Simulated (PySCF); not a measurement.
# Mn⁺, Mn²⁺: ionisation energy in pcseg-2

Aim: the ionisation energy of manganese from differences of total energies, at each level of theory, and how far each lands from the tabulated value where there is one.

Method: unrestricted determinants in a Gaussian basis, no spin-orbit coupling in the energies. Code: PySCF 2.14.0.

**1. What is computed**

* Element: manganese (Z = 25)
* Basis: pcseg-2
* Hamiltonian: no relativity, point nucleus
* State 1: Mn⁺: [Ar] 3d5 4s1, high-spin 7S determinant
* State 2: Mn²⁺: [Ar] 3d5, high-spin 6S determinant
* Methods: UHF, M06-2X, PBE, MP2
* Core shells frozen in the correlated runs: valence: [Ar] (for Mn⁺)

Outer shells as boxes (Hund's rule):

Mn+ [Ar] 3d5 4s1
```
[Ar] core
3d [↑ ][↑ ][↑ ][↑ ][↑ ]
4s [↑ ]
```

Mn2+ [Ar] 3d5
```
[Ar] core
3d [↑ ][↑ ][↑ ][↑ ][↑ ]
```

The runs were made by one driver on top of PySCF. The scripts below sum up each run's settings (the driver also hands on starting orbitals that pick excited configurations, and frozen orbitals as a list rather than a count), and the logs come from the driver's own runs. The driver starts from symmetry-adapted Hartree-Fock orbitals, holds the occupation by maximum overlap and uses a logarithmic radial grid for functionals, so a plain start would take other cycles.

It was started by

```sh
> OMP_NUM_THREADS=1 python atomrun2.py TASK.json OUT
```

The integrals over 56 functions and the set-up took 0.38 s of CPU time.

**2. Mn⁺: the ladder of methods**

**UHF**

input.py reads:

```python
from pyscf import gto, scf, dft, mp, cc
import basis_set_exchange as bse
mol = gto.M(atom="Mn 0 0 0", charge=1, spin=6, symmetry="D2h",
            basis=gto.basis.parse(bse.get_basis("pcseg-2", elements=["Mn"], fmt="nwchem", header=False)))
mf = scf.UHF(mol)
mf.irrep_nelec = {'Ag': (6, 3), 'B1g': (1, 0), 'B2g': (1, 0), 'B3g': (1, 0), 'B1u': (2, 2), 'B2u': (2, 2), 'B3u': (2, 2)}
mf.kernel()
```

The program printed:

```text
damping factor = 0
level_shift factor = 0
DIIS = <class 'pyscf.scf.diis.CDIIS'>
diis_start_cycle = 1
diis_space = 10
diis_damp = 0
SCF conv_tol = 1e-09
SCF conv_tol_grad = None
number electrons alpha = 15  beta = 9
cycle= 1 E= -1149.62763978124  delta_E= -6.92e-10  |g|= 8.28e-06  |ddm|= 0.000121
converged SCF energy = -1149.62763978124  <S^2> = 12.000384  2S+1 = 7.0001097
```

Time after the integrals: 0.22 s (1 thread of Intel Xeon Platinum 8375C at 2.90GHz, shared host).

Orbital energies by shell (radii are means over both spins):

| shell | electrons | mean orbital energy (eV) | spread (eV) | rms radius (bohr) |
| --- | --- | --- | --- | --- |
| 1s α | 1 | -6551.4 | 0 | 0.0713 |
| 1s β | 1 | -6551.2 | 0 | 0.0713 |
| 2s α | 1 | -800.67 | 0 | 0.305 |
| 2s β | 1 | -796.72 | 0 | 0.305 |
| 2p α | 3 | -683.79 | 0 | 0.275 |
| 2p β | 3 | -679.96 | 0 | 0.275 |
| 3s α | 1 | -117.20 | 0 | 0.925 |
| 3s β | 1 | -105.81 | 0 | 0.925 |
| 3p α | 3 | -81.999 | 0 | 0.992 |
| 3p β | 3 | -68.445 | 0 | 0.992 |
| 3d α | 5 | -25.293 | 0 | 1.27 |
| 4s α | 1 | -14.829 | 0 | 3.11 |

⟨S²⟩ = 12.000, ⟨L²⟩ = 0.00.

**M06-2X**

input.py, as changed from the run before:

```diff
@@ -4,3 +4,3 @@
             basis=gto.basis.parse(bse.get_basis("pcseg-2", elements=["Mn"], fmt="nwchem", header=False)))
-mf = scf.UHF(mol)
+mf = dft.UKS(mol, xc="M062X")
 mf.irrep_nelec = {'Ag': (6, 3), 'B1g': (1, 0), 'B2g': (1, 0), 'B3g': (1, 0), 'B1u': (2, 2), 'B2u': (2, 2), 'B3u': (2, 2)}
```

The program printed:

```text
damping factor = 0
level_shift factor = 0
DIIS = <class 'pyscf.scf.diis.CDIIS'>
diis_start_cycle = 1
diis_space = 10
diis_damp = 0
SCF conv_tol = 1e-09
SCF conv_tol_grad = None
number electrons alpha = 15  beta = 9
XC functionals = M062X
    Y. Zhao and D. G. Truhlar.,  Theor. Chem. Acc. 120, 215 (2008)
    Y. Zhao and D. G. Truhlar.,  Theor. Chem. Acc. 120, 215 (2008)
cycle= 1 E= -1150.68891324651  delta_E= -0.0014  |g|= 0.0251  |ddm|= 0.0633
cycle= 2 E= -1150.68897892387  delta_E= -6.57e-05  |g|= 0.0204  |ddm|= 0.0369
cycle= 3 E= -1150.68907784352  delta_E= -9.89e-05  |g|= 0.00159  |ddm|= 0.0118
cycle= 4 E= -1150.68907925179  delta_E= -1.41e-06  |g|= 0.00137  |ddm|= 0.00279
cycle= 5 E= -1150.68907894155  delta_E= 3.1e-07  |g|= 0.0024  |ddm|= 0.00188
cycle= 6 E= -1150.68907932638  delta_E= -3.85e-07  |g|= 0.00198  |ddm|= 0.000738
cycle= 7 E= -1150.6890793716  delta_E= -4.52e-08  |g|= 0.00132  |ddm|= 0.000246
cycle= 8 E= -1150.68907937369  delta_E= -2.09e-09  |g|= 0.00138  |ddm|= 0.000175
cycle= 9 E= -1150.68907939863  delta_E= -2.49e-08  |g|= 0.000812  |ddm|= 0.000146
cycle= 10 E= -1150.68907941172  delta_E= -1.31e-08  |g|= 0.000697  |ddm|= 8.44e-05
cycle= 11 E= -1150.68907941708  delta_E= -5.36e-09  |g|= 0.000134  |ddm|= 2.98e-05
cycle= 12 E= -1150.68907941712  delta_E= -3.34e-11  |g|= 0.000126  |ddm|= 4.49e-07
cycle= 13 E= -1150.68907941708  delta_E= 3.82e-11  |g|= 0.000135  |ddm|= 1.21e-06
cycle= 14 E= -1150.68907941728  delta_E= -2e-10  |g|= 8.58e-05  |ddm|= 8.81e-06
cycle= 15 E= -1150.68907941736  delta_E= -7.91e-11  |g|= 1.76e-06  |ddm|= 2.83e-06
converged SCF energy = -1150.68907941736  <S^2> = 12.00072  2S+1 = 7.0002058
```

It took 3.2 s on 1 thread of Intel Xeon Platinum 8375C at 2.90GHz, shared host, the integrals not counted.

**PBE**

input.py, as changed from the run before:

```diff
@@ -4,3 +4,3 @@
             basis=gto.basis.parse(bse.get_basis("pcseg-2", elements=["Mn"], fmt="nwchem", header=False)))
-mf = dft.UKS(mol, xc="M062X")
+mf = dft.UKS(mol, xc="PBE")
 mf.irrep_nelec = {'Ag': (6, 3), 'B1g': (1, 0), 'B2g': (1, 0), 'B3g': (1, 0), 'B1u': (2, 2), 'B2u': (2, 2), 'B3u': (2, 2)}
```

The program printed:

```text
damping factor = 0
level_shift factor = 0
DIIS = <class 'pyscf.scf.diis.CDIIS'>
diis_start_cycle = 1
diis_space = 10
diis_damp = 0
SCF conv_tol = 1e-09
SCF conv_tol_grad = None
number electrons alpha = 15  beta = 9
XC functionals = PBE
    J. P. Perdew, K. Burke, and M. Ernzerhof.,  Phys. Rev. Lett. 77, 3865 (1996)
    J. P. Perdew, K. Burke, and M. Ernzerhof.,  Phys. Rev. Lett. 78, 1396 (1997)
    J. P. Perdew, K. Burke, and M. Ernzerhof.,  Phys. Rev. Lett. 77, 3865 (1996)
    J. P. Perdew, K. Burke, and M. Ernzerhof.,  Phys. Rev. Lett. 78, 1396 (1997)
cycle= 1 E= -1150.48328420138  delta_E= -0.00599  |g|= 0.112  |ddm|= 0.236
cycle= 2 E= -1150.48053613659  delta_E= 0.00275  |g|= 0.15  |ddm|= 0.166
cycle= 3 E= -1150.486544752  delta_E= -0.00601  |g|= 0.000628  |ddm|= 0.0928
cycle= 4 E= -1150.4865448292  delta_E= -7.72e-08  |g|= 0.000152  |ddm|= 0.000504
cycle= 5 E= -1150.48654483643  delta_E= -7.23e-09  |g|= 9.18e-06  |ddm|= 0.000159
cycle= 6 E= -1150.48654483645  delta_E= -2.48e-11  |g|= 1.72e-07  |ddm|= 6.72e-06
converged SCF energy = -1150.48654483645  <S^2> = 12.000165  2S+1 = 7.000047
```

It took 0.64 s on 1 thread of Intel Xeon Platinum 8375C at 2.90GHz, shared host, the integrals not counted.

**MP2 (valence)**

input.py, as changed from the run before:

```diff
@@ -4,4 +4,5 @@
             basis=gto.basis.parse(bse.get_basis("pcseg-2", elements=["Mn"], fmt="nwchem", header=False)))
-mf = dft.UKS(mol, xc="PBE")
+mf = scf.UHF(mol)
 mf.irrep_nelec = {'Ag': (6, 3), 'B1g': (1, 0), 'B2g': (1, 0), 'B3g': (1, 0), 'B1u': (2, 2), 'B2u': (2, 2), 'B3u': (2, 2)}
 mf.kernel()
+mp.UMP2(mf, frozen=9).kernel()
```

No log was kept for this step.

It took 0.02 s on 1 thread of Intel Xeon Platinum 8375C at 2.90GHz, shared host, the integrals not counted.

With 6 electrons correlated, the MP2 correlation energy is -0.07490 hartree (-0.07490 same spin, 0.00000 opposite spin); the SCS form gives -0.02497. Largest pairs of shells: 3d-3d -0.0619, 3d-4s -0.0130, 4s-4s 0.0000.

Radial density 4πr²ρ of Mn⁺ at UHF:

| r (bohr) | density | spin density |
| --- | --- | --- |
| 0.00119 | 0.179 | 0.000 |
| 0.00201 | 0.485 | 0.000 |
| 0.00338 | 1.28 | 0.001 |
| 0.00569 | 3.23 | 0.001 |
| 0.00956 | 7.53 | 0.003 |
| 0.0161 | 15.4 | 0.006 |
| 0.0271 | 25.4 | 0.009 |
| 0.0455 | 29.8 | 0.008 |
| 0.0766 | 24.4 | 0.009 |
| 0.129 | 26.4 | 0.076 |
| 0.217 | 32.5 | 0.448 |
| 0.364 | 15.6 | 1.839 |
| 0.613 | 13.9 | 4.079 |
| 1.03 | 10.9 | 3.594 |
| 1.73 | 2.43 | 1.569 |
| 2.92 | 0.537 | 0.526 |
| 4.91 | 0.0624 | 0.062 |
| 8.25 | 0.00115 | 0.001 |

**3. Mn²⁺, method by method**

**UHF**

input.py reads:

```python
from pyscf import gto, scf, dft, mp, cc
import basis_set_exchange as bse
mol = gto.M(atom="Mn 0 0 0", charge=2, spin=5, symmetry="D2h",
            basis=gto.basis.parse(bse.get_basis("pcseg-2", elements=["Mn"], fmt="nwchem", header=False)))
mf = scf.UHF(mol)
mf.irrep_nelec = {'Ag': (5, 3), 'B1g': (1, 0), 'B2g': (1, 0), 'B3g': (1, 0), 'B1u': (2, 2), 'B2u': (2, 2), 'B3u': (2, 2)}
mf.kernel()
```

The program printed:

```text
damping factor = 0
level_shift factor = 0
DIIS = <class 'pyscf.scf.diis.CDIIS'>
diis_start_cycle = 1
diis_space = 10
diis_damp = 0
SCF conv_tol = 1e-09
SCF conv_tol_grad = None
number electrons alpha = 14  beta = 9
cycle= 1 E= -1149.08695458759  delta_E= -4.05e-10  |g|= 1.06e-05  |ddm|= 2.88e-05
converged SCF energy = -1149.08695458759  <S^2> = 8.7507548  2S+1 = 6.0002516
```

It took 0.16 s on 1 thread of Intel Xeon Platinum 8375C at 2.90GHz, shared host, the integrals not counted.

The occupied shells:

| shell | electrons | mean orbital energy (eV) | spread (eV) | rms radius (bohr) |
| --- | --- | --- | --- | --- |
| 1s α | 1 | -6561.0 | 0 | 0.0713 |
| 1s β | 1 | -6560.9 | 0 | 0.0713 |
| 2s α | 1 | -810.04 | 0 | 0.305 |
| 2s β | 1 | -806.14 | 0 | 0.305 |
| 2p α | 3 | -693.28 | 0 | 0.275 |
| 2p β | 3 | -689.40 | 0 | 0.275 |
| 3s α | 1 | -126.60 | 0 | 0.927 |
| 3s β | 1 | -115.41 | 0 | 0.927 |
| 3p α | 3 | -91.683 | 0 | 0.991 |
| 3p β | 3 | -78.074 | 0 | 0.991 |
| 3d α | 5 | -34.957 | 0 | 1.24 |

⟨S²⟩ = 8.751, ⟨L²⟩ = 0.00.

**M06-2X**

input.py, as changed from the run before:

```diff
@@ -4,3 +4,3 @@
             basis=gto.basis.parse(bse.get_basis("pcseg-2", elements=["Mn"], fmt="nwchem", header=False)))
-mf = scf.UHF(mol)
+mf = dft.UKS(mol, xc="M062X")
 mf.irrep_nelec = {'Ag': (5, 3), 'B1g': (1, 0), 'B2g': (1, 0), 'B3g': (1, 0), 'B1u': (2, 2), 'B2u': (2, 2), 'B3u': (2, 2)}
```

The program printed:

```text
damping factor = 0
level_shift factor = 0
DIIS = <class 'pyscf.scf.diis.CDIIS'>
diis_start_cycle = 1
diis_space = 10
diis_damp = 0
SCF conv_tol = 1e-09
SCF conv_tol_grad = None
number electrons alpha = 14  beta = 9
XC functionals = M062X
    Y. Zhao and D. G. Truhlar.,  Theor. Chem. Acc. 120, 215 (2008)
    Y. Zhao and D. G. Truhlar.,  Theor. Chem. Acc. 120, 215 (2008)
cycle= 1 E= -1150.12562976132  delta_E= -0.00115  |g|= 0.0233  |ddm|= 0.0463
cycle= 2 E= -1150.12568993765  delta_E= -6.02e-05  |g|= 0.017  |ddm|= 0.0224
cycle= 3 E= -1150.12575657242  delta_E= -6.66e-05  |g|= 0.000141  |ddm|= 0.00923
cycle= 4 E= -1150.12575657979  delta_E= -7.37e-09  |g|= 1.87e-05  |ddm|= 0.000119
cycle= 5 E= -1150.1257565799  delta_E= -1.1e-10  |g|= 1.75e-06  |ddm|= 1.58e-05
converged SCF energy = -1150.1257565799  <S^2> = 8.7509091  2S+1 = 6.000303
```

Time after the integrals: 1.2 s (1 thread of Intel Xeon Platinum 8375C at 2.90GHz, shared host).

**PBE**

input.py, as changed from the run before:

```diff
@@ -4,3 +4,3 @@
             basis=gto.basis.parse(bse.get_basis("pcseg-2", elements=["Mn"], fmt="nwchem", header=False)))
-mf = dft.UKS(mol, xc="M062X")
+mf = dft.UKS(mol, xc="PBE")
 mf.irrep_nelec = {'Ag': (5, 3), 'B1g': (1, 0), 'B2g': (1, 0), 'B3g': (1, 0), 'B1u': (2, 2), 'B2u': (2, 2), 'B3u': (2, 2)}
```

The program printed:

```text
damping factor = 0
level_shift factor = 0
DIIS = <class 'pyscf.scf.diis.CDIIS'>
diis_start_cycle = 1
diis_space = 10
diis_damp = 0
SCF conv_tol = 1e-09
SCF conv_tol_grad = None
number electrons alpha = 14  beta = 9
XC functionals = PBE
    J. P. Perdew, K. Burke, and M. Ernzerhof.,  Phys. Rev. Lett. 77, 3865 (1996)
    J. P. Perdew, K. Burke, and M. Ernzerhof.,  Phys. Rev. Lett. 78, 1396 (1997)
    J. P. Perdew, K. Burke, and M. Ernzerhof.,  Phys. Rev. Lett. 77, 3865 (1996)
    J. P. Perdew, K. Burke, and M. Ernzerhof.,  Phys. Rev. Lett. 78, 1396 (1997)
cycle= 1 E= -1149.89256824102  delta_E= -0.00403  |g|= 0.0891  |ddm|= 0.116
cycle= 2 E= -1149.89176791691  delta_E= 0.0008  |g|= 0.105  |ddm|= 0.101
cycle= 3 E= -1149.89455772475  delta_E= -0.00279  |g|= 0.000277  |ddm|= 0.055
cycle= 4 E= -1149.89455774161  delta_E= -1.69e-08  |g|= 4.42e-05  |ddm|= 0.000187
cycle= 5 E= -1149.89455774214  delta_E= -5.24e-10  |g|= 2.78e-06  |ddm|= 2.53e-05
converged SCF energy = -1149.89455774214  <S^2> = 8.7502976  2S+1 = 6.0000992
```

Time after the integrals: 0.53 s (1 thread of Intel Xeon Platinum 8375C at 2.90GHz, shared host).

**MP2 (valence)**

input.py, as changed from the run before:

```diff
@@ -4,4 +4,5 @@
             basis=gto.basis.parse(bse.get_basis("pcseg-2", elements=["Mn"], fmt="nwchem", header=False)))
-mf = dft.UKS(mol, xc="PBE")
+mf = scf.UHF(mol)
 mf.irrep_nelec = {'Ag': (5, 3), 'B1g': (1, 0), 'B2g': (1, 0), 'B3g': (1, 0), 'B1u': (2, 2), 'B2u': (2, 2), 'B3u': (2, 2)}
 mf.kernel()
+mp.UMP2(mf, frozen=9).kernel()
```

The driver printed no log here.

It took 0.02 s on 1 thread of Intel Xeon Platinum 8375C at 2.90GHz, shared host, the integrals not counted.

With 5 electrons correlated, the MP2 correlation energy is -0.05946 hartree (-0.05946 same spin, 0.00000 opposite spin); the SCS form gives -0.01982. Largest pairs of shells: 3d-3d -0.0595.

Radial density 4πr²ρ of Mn²⁺ at UHF:

| r (bohr) | density | spin density |
| --- | --- | --- |
| 0.00119 | 0.179 | 0.000 |
| 0.00201 | 0.485 | 0.000 |
| 0.00338 | 1.28 | 0.000 |
| 0.00569 | 3.23 | 0.000 |
| 0.00956 | 7.53 | 0.000 |
| 0.0161 | 15.4 | 0.000 |
| 0.0271 | 25.4 | 0.000 |
| 0.0455 | 29.8 | 0.002 |
| 0.0766 | 24.4 | 0.011 |
| 0.129 | 26.4 | 0.070 |
| 0.217 | 32.4 | 0.436 |
| 0.364 | 15.7 | 1.886 |
| 0.613 | 13.9 | 4.108 |
| 1.03 | 10.9 | 3.652 |
| 1.73 | 2.14 | 1.272 |
| 2.92 | 0.129 | 0.119 |
| 4.91 | 0.000844 | 0.001 |

**4. Orbital energies side by side**

Highest occupied Hartree-Fock shell of each state: Mn⁺ 4s α at -14.829 eV; Mn²⁺ 3d α at -34.957 eV.

**5. Differences of total energies**

Ionisation energy: Mn⁺ [Ar] 3d5 4s1 (7S) → Mn²⁺ [Ar] 3d5 (6S).

| method | value (eV) | error (eV) | CPU time, both states (s) |
| --- | --- | --- | --- |
| UHF | 14.713 | -0.927 | 0.38 |
| M06-2X | 15.329 | -0.311 | 4.4 |
| PBE | 16.109 | +0.469 | 1.2 |
| MP2 (valence) | 15.133 | -0.507 | 0.42 |
| SCS-MP2 (valence) | 14.853 | -0.787 | 0.42 |

Reference: 15.640 eV (measured; NIST levels, between the centres of gravity of the two terms). Errors of the correlated levels include the incompleteness of this basis.

Times are CPU seconds on a shared host without the integrals; correlated rows include their Hartree-Fock run, whose time holds the symmetry-adapted start and any spin-orbit constants, while functionals begin from orbitals already made.

**6. Results**

| quantity | value |
| --- | --- |
| ionisation energy, Mn⁺ | UHF 14.713, MP2 (valence) 15.133 eV; reference 15.640 |

Each level's miss and price (over 1 difference):

| method | mean absolute miss against the measured value (with the measured fine structure taken into account where it is known) (eV) | CPU time, both states (s) |
| --- | --- | --- |
| UHF | 0.927 | 0.38 |
| M06-2X | 0.311 | 4.4 |
| PBE | 0.469 | 1.2 |
| MP2 (valence) | 0.507 | 0.42 |
| SCS-MP2 (valence) | 0.787 | 0.42 |

**Reading.** M06-2X lands nearest to the measured value (off by 0.31 eV); UHF misses by most (0.93 eV). Hartree-Fock falls short because the species with more electrons holds more correlation energy, which it lacks. PBE is off by +0.47 eV. The basis is finite, and no extrapolation was made. The dearest level timed, M06-2X, costs 12 times the cheapest, UHF, and differs from the measured value (with the measured fine structure taken into account where it is known) by 0.31 against 0.93 eV.
